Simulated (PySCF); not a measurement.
# Al3H6N3 ((HAlNH)3 ring): the cost of one run

Programs: PySCF 2.14.0, with routines of our own; each step states its level. All values are computed. Atoms count from 0.

## 1. The system as given

12 atoms, charge 0, multiplicity 1; geometry from: GFN2-xTB.

## 2. Magnetic properties: GIAO PBE/def2-SVP

The job: settings as JSON, then the geometry in Å.

```
{"job": {"kind": "mag", "xc": "PBE", "basis": "def2-SVP"}, "charge": 0, "multiplicity": 1}
Al    -0.345380    -1.613110    -0.799890
H     -0.631110    -2.954810    -1.466180
N      1.348850    -1.054200    -0.498660
Al     1.732840     0.528450     0.288990
H      3.173120     0.968170     0.530540
N      0.335860     1.568350     0.778940
Al    -1.386810     1.084990     0.511290
H     -2.539750     1.990370     0.931660
N     -1.685220    -0.515250    -0.278170
H      2.118010    -1.658360    -0.785530
H      0.527570     2.465280     1.223670
H     -2.647980    -0.809880    -0.436660
```

Method: GIAO PBE/def2-SVP magnetisability, rotational g tensor and spin-rotation constants, non-relativistic, gas phase.

Run with:

```console
OMP_NUM_THREADS=1 python excited_run.py task.json out
```

This one command runs all jobs of the session in turn.

Q: Estimate the wall time and peak memory of this first job on 1 thread of Arm Neoverse N1, shared host.

About 34 s, with a peak of 0.49 GiB.
